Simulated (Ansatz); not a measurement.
# CF3GeN: up Jacob's ladder to CCSD(T)

The task here is to estimate one member of a computed series from the others.

Method: functionals in def2-TZVPP, the program's frozen cores in correlated methods; program: Ansatz 0.2.0, Gaussian basis.

The runs, in order: LDA (SPW92), PBE-D4, revPBE-D4, BLYP-D4, r2SCAN-D4, B97M-V, PBE0-D4, B3LYP-D4, r2SCANh-D4, r2SCAN0-D4, HSE06-D4, BHLYP-D4, CAM-B3LYP-D4, LC-ωPBE, ωB97X-V, ωB97M-V, B2PLYP, PBE-QIDH; CCSD(T)/def2-SVP; CCSD(T)/def2-TZVPP; MP2/def2-QZVPP; extrapolation to the limit; RPA on PBE.

## The relaxed structure

An earlier PBE0-D4 in a triple-zeta def2 set relaxation fixed the geometry.

SMILES `N#[C][Ge]([F])([F])[F]`, 6 atoms, charge 0, spin multiplicity 1.

Atoms are counted from 1 here; the program's logs count them from 0.

Bond lengths: N1–C2 1.150 Å, C2–Ge3 1.891 Å, Ge3–F4 1.695 Å, Ge3–F5 1.695 Å, Ge3–F6 1.695 Å. Angles: N1–C2–Ge3 180.0°, C2–Ge3–F4 110.4°, C2–Ge3–F5 110.4°, C2–Ge3–F6 110.4°, F4–Ge3–F5 108.5°, F4–Ge3–F6 108.5°, F5–Ge3–F6 108.5°.

Set-up of the first run:

Contents of in.yaml:

```yaml
crystal:
  periodic: [false, false, false]
  atoms:
    - {symbol: N, position_ang: [2.193470, -0.758660, 0.984262]}
    - {symbol: C, position_ang: [1.194033, -0.416713, 0.530831]}
    - {symbol: Ge, position_ang: [-0.450240, 0.145766, -0.215143]}
    - {symbol: F, position_ang: [-1.471954, -1.183167, -0.466178]}
    - {symbol: F, position_ang: [-0.193032, 0.914385, -1.703784]}
    - {symbol: F, position_ang: [-1.230278, 1.234388, 0.823812]}
basis:
  gaussian: {orbitals: def2-TZVPP}
hamiltonian: {xc: lda}
output: {orbitals: {seedname: orbitals}}
```

Launch:

```sh
$ ansatz run in.yaml --threads 4 --pin off --events-out ev --progress --plain --max-ram 10444MiB
```

Among the steps run: LDA; PBE-D4 (GGA); revPBE-D4 (GGA); BLYP-D4 (GGA); r2SCAN-D4 (meta-GGA); B97M-V (meta-GGA); B3LYP-D4 (hybrid); r2SCANh-D4 (hybrid); r2SCAN0-D4 (hybrid); HSE06-D4 (hybrid); BHLYP-D4 (hybrid); CAM-B3LYP-D4 (range-separated); LC-ωPBE (range-separated); ωB97X-V (range-separated); ωB97M-V (range-separated); B2PLYP (double hybrid); PBE-QIDH (double hybrid).

One table of the session follows, with a row left open; its other results are not shown here.

It belongs to the step «Orbital energies across the functionals». 

```
  functional  HOMO (eV)  LUMO (eV)  gap (eV)
 LDA (SPW92)      -9.82      -3.01      6.81
      PBE-D4      -9.66      -2.67      6.99
   revPBE-D4      -9.59      -2.55      7.04
     BLYP-D4      -9.58      -2.55      7.03
   r2SCAN-D4     -10.17      -2.51      7.66
      B97M-V     -10.14      -2.41      7.73
     PBE0-D4     -11.32      -1.70      9.62
    B3LYP-D4     -11.03      -1.95      9.08
  r2SCANh-D4     -10.74      -2.15      8.60
  r2SCAN0-D4          ?          ?         ?
    HSE06-D4     -10.90      -2.08      8.82
    BHLYP-D4     -12.58      -0.66     11.92
CAM-B3LYP-D4     -12.78      -0.57     12.21
     LC-ωPBE     -14.29       0.71     15.00
     ωB97X-V     -13.80       0.61     14.41
     ωB97M-V     -13.67       0.51     14.18
```

Q: Estimate the row for r2SCAN0-D4 from the others.

Worked estimate for «HOMO (eV)». Against the share of exact exchange, r2SCAN-D4 (0, -10.17), r2SCANh-D4 (0.1, -10.74) give a slope of -5.70 per unit share; at 0.25 the line stands at -11.59.

The run gave: HOMO (eV): -11.55; LUMO (eV): -1.61; gap (eV): 9.94. In «HOMO (eV)» the line misses by -0.04.
